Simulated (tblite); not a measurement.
# C3H12GeO2Si2: the cost of one run

Programs: PySCF 2.14.0 with density-fitted response routines of our own, and tblite 0.8.0. All values are computed, except where a source is named. Atoms count from 0 throughout.

### 1 The molecule as given

20 atoms, charge 0, multiplicity 1; geometry from: UFF geometry. This is the first candidate.

Bonds of the start (Å): C0–H10 1.11, C0–H8 1.11, C0–H9 1.10, C0–Si1 1.87, C5–H16 1.10, C5–H17 1.12, C5–H18 1.11, C6–H19 1.08, C6–O7 1.22, Ge2–H12 1.54, Ge2–H13 1.55, Ge2–H14 1.53, O3–Si4 1.73, Si1–Ge2 2.32, Si1–H11 1.49, Si1–O3 1.72, Si4–C5 1.87, Si4–C6 1.85, Si4–H15 1.48.

### 2 GFN2-xTB relaxation, isomer A, conformer 1

What the job is given:

```
{"job": {"xc": "GFN2-xTB", "basis": "xTB", "kind": "relax"}, "charge": 0, "multiplicity": 1}
C      1.275900    -1.902900    -0.653300
Si     1.130800    -0.194300     0.094300
Ge     3.132400     0.922600    -0.247400
O     -0.138300     0.675200    -0.680800
Si    -1.464400     0.741600     0.433700
C     -2.308700    -0.923200     0.551500
C     -2.679800     1.977500    -0.205600
O     -2.341100     3.142200    -0.349900
H      0.325200    -2.456700    -0.488600
H      2.100200    -2.452200    -0.172600
H      1.454400    -1.807100    -1.742800
H      0.947300    -0.343400     1.561300
H      3.371700     1.049000    -1.764900
H      3.035400     2.339800     0.373800
H      4.280200     0.145700     0.409600
H     -1.023600     1.184600     1.772000
H     -2.579300    -1.272200    -0.457200
H     -1.617000    -1.658600     1.026200
H     -3.218300    -0.824000     1.181100
H     -3.688000     1.667200    -0.430000
```

Launch:

```
$ OMP_NUM_THREADS=1 python ens_run.py task.json out
```

This one command runs the whole study; its stages follow in the order run.

**Question.** How long does this first job take on 1 thread of Arm Neoverse V2, shared host?

About 2.6 s.
